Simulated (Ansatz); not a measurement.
This script makes a check of PAW against all-electron LAPW of AlC3, space group Pm-3m with Ansatz 0.2.0, Python API.

`paw_lapw_alc3.py`:
```python
"""PAW against all-electron LAPW for AlC3."""

import ansatz as az
import numpy as np
import pandas as pd


def count_gap(report):
    # lowest empty less highest filled band, counting bands; zero where they overlap
    return max(report.get("gap_by_band_count_ev") or 0.0, 0.0)


def main() -> None:
    crystal = (
        az.Lattice.cubic(3.207929)
        .space_group(221)
        .atom("Al", (0.0, 0.0, 0.0))
        .atom("C", (0.0, 0.5, 0.5))
    )

    base = (
        crystal.calculation()
        .functional("pbe")
        .kpoints(7, 7, 7)
        .occupations("fermi_dirac")
        .stress()
        .forces()
        .band_table()
    )
    variants = {
        "PAW": base.pseudopotentials("paw"),
        "LAPW": base.pseudopotentials("all_electron", lapw=True),
    }
    # totals differ by the cores that each treatment holds, so compare what does not depend on them
    rows = []
    for label, variant in variants.items():
        report = variant.run(threads=1).report
        levels = np.array(report["eigenvalues_ev"][0]) - report["fermi_energy_ev"]
        print(label, "levels at the first k-point near E_F:", np.round(levels[np.abs(levels) < 5], 3))
        rows.append((label, report["n_electrons"], np.trace(report["stress_gpa"]) / 3, count_gap(report)))
    print(pd.DataFrame(rows, columns=["treatment", "electrons in bands", "P GPa", "gap by band count eV"]).round(4).to_string(index=False))


if __name__ == "__main__":
    main()
```

How well do the two treatments of the cores agree on the pressure?

PAW gives -0.027 GPa and LAPW -0.001 GPa, 0.025 GPa apart. They took 0.4 and 3.6 s of processor time.

The run itself:

Output of `python paw_lapw_alc3.py`:
```text
DeckWarning: basis.ecutwfc = 420 eV, auto-derived from the records' recommended cutoffs: set by Al (normal level)
PAW levels at the first k-point near E_F: [1.505 1.505 1.505 2.125 4.461 4.461]
LAPW levels at the first k-point near E_F: [1.502 1.502 1.502 2.123 4.464 4.464]
treatment  electrons in bands   P GPa  gap by band count eV
      PAW                15.0 -0.0265                   0.0
     LAPW                29.0 -0.0010                   0.0
```
(Warnings from the package without file and line.)

What to keep in mind:
- The computed bands are complete only to about 3.7 eV above the Fermi level.
- The mesh is modest for a metal, so energies can be off by several to tens of meV an atom and pressures by half a GPa or more; differences at equal mesh fare better.
- A gap by band count of zero or less means overlapping bands, a metal, and at an odd count of electrons it is no gap at all.
- This cell is a computed structure, which may not be the phase found in nature.
- Gaps and levels are Kohn-Sham values on a finite set of k-points.
- Pressure is positive in compression; the treatments may keep other shells as core, so totals and counts of electrons can differ.
- The whole script took 4.7 s on 1 thread of Intel(R) Xeon(R) 6975P-C (Granite Rapids), with other jobs on the host, peak memory 0.5 GiB.

(A comment or docstring line of the script was reworded after the run, the code is as it ran; lines on the test bed's own set-up are left out of the output.)
